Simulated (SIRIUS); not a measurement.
Ge:

```
CELL_PARAMETERS angstrom
-2.49590 2.65086 1.43695
2.49590 -2.65086 1.43695
2.49590 2.65086 -1.43695
ATOMIC_POSITIONS crystal
Ge 0.31406 0.06406 0.25000
Ge 0.68594 0.93594 0.75000
```

This isn't the form of Ge at room conditions, which is diamond.

* Program: SIRIUS 7.12.0
* Task: single point
* Functional: PBEsol
* Potentials or basis: all-electron FP-LAPW
* Cutoff: 167 eV
* Basis: apw+lo standard
* k mesh: 11 × 11 × 11
* Occupations: fermi-dirac, width 0.05 eV
* Spin: no spin polarisation

On this cell: largest force 0.058 eV/Å; band gap on the k mesh none (metal or under the smearing width).

The same run follows on a disturbed copy (atoms moved at random):

```xyz
2
Lattice="-2.4959 2.6509 1.4369 2.4959 -2.6509 1.4369 2.4959 2.6509 -1.4369" Properties=species:S:1:pos:R:3 pbc="T T T"
Ge   -0.0545    1.3267    0.1384
Ge    2.5130    1.3276    1.2763
```

Task: What does the disturbed cell give?

Result: The energy (extrapolated to zero smearing) moves by +4.8 meV/atom; largest force 0.155 eV/Å; band gap on the k mesh none (metal or under the smearing width).

Forces on the atoms (eV/Å):
```
Ge   0.146  0.004  0.049
Ge  -0.146 -0.004 -0.049
```
